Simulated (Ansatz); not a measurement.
# BeP+ (singlet): from Hartree-Fock to the top rungs at distance P1–Be2 = 1.584 Å, cc-pVDZ

An exercise on one series of results from a longer session: the logs are not shown, and one member is left open.

The runs use Ansatz 0.2.0, Gaussian basis; cc-pVDZ, core rule «outside noble gas», up to 6 orbitals frozen.

To be run: UHF; CCSD(T) on RHF; CCSD(T) on UHF; BCCD(T) on RHF; CISD; CCSDT(Q) on RHF; CCSDT(Q) on UHF; CCSDTQ on RHF; CASSCF and MRCISD+Q, 2 electrons in 2 orbitals; CASSCF and NEVPT2, 2 electrons in 2 orbitals; Full CI.

40 further runs of the same task are left out: 22 for a known fault of the program, 12 that didn't finish, 6 set aside as unsound or not needed.

## The geometry

The geometry derives from a PBE0/def2-TZVP stationary point (not a proven minimum). One bond is set to the value named and the two fragments are kept rigid.

2 atoms, charge 1, spin multiplicity 1.

Atoms are counted from 1 here; the program's logs count them from 0.

Bond lengths: P1–Be2 1.584 Å.

As a file:

```xyz
2

P     0.00000    0.00000    0.00000
Be    0.00000    0.00000    1.58400
```

The first run:

in.yaml

```yaml
crystal:
  periodic: [false, false, false]
  atoms:
    - {symbol: P, position_ang: [0.000000, 0.000000, 0.000000]}
    - {symbol: Be, position_ang: [0.000000, 0.000000, 1.584000]}
basis:
  gaussian: {orbitals: cc-pVDZ}
total_charge: 1
magnetization: {spin_polarized: true, initial_magnetization: 0}
hamiltonian: {xc: hf}
output: {orbitals: {seedname: orbitals}}
```

On the command line:

```console
ansatz run in.yaml --threads 1 --pin off --events-out ev --progress --plain --max-ram 2393MiB
```

Among the steps run: UHF; CCSD(T) on RHF; CCSD(T) on UHF; BCCD(T) on RHF; CISD; CCSDT(Q) on RHF; CCSDT(Q) on UHF; CCSDTQ on RHF; CASSCF and MRCISD+Q, 2 electrons in 2 orbitals; CASSCF and NEVPT2, 2 electrons in 2 orbitals; Full CI.

One of the session's tables, all rows but one given; the rest of the session is left out.

```
       method  from FCI (meV)
          RHF               ?
         RMP2         +1162.5
         CISD          +526.9
        RCCSD          +323.4
     RCCSD(T)          +184.5
      BCCD(T)          +186.1
       RCCSDT           +41.8
    RCCSDT(Q)            -8.5
      RCCSDTQ            +0.8
  CASSCF pair         +3358.2
  NEVPT2 pair          +731.1
  MRCISD pair          +249.0
MRCISD+Q pair           -14.4
          FCI               0
```

**Question.** Estimate the row for RHF.

**Answer.** from FCI (meV): +3884.5. In the column «from FCI (meV)» it is the highest.

Left out of the table: UHF, UMP2, UCCSD, UCCSD(T), UCCSDT, UCCSDT(Q) (another determinant or state than the rows shown).

Limits of these values: The report flags that the cluster equations may have other roots. The program flags RCCSDT(Q), RCCSDTQ as in doubt, so those rows may rest on another solution; read them beside their warnings. RCCSDT(Q), MRCISD+Q pair fall below full CI, which methods that aren't variational can do.
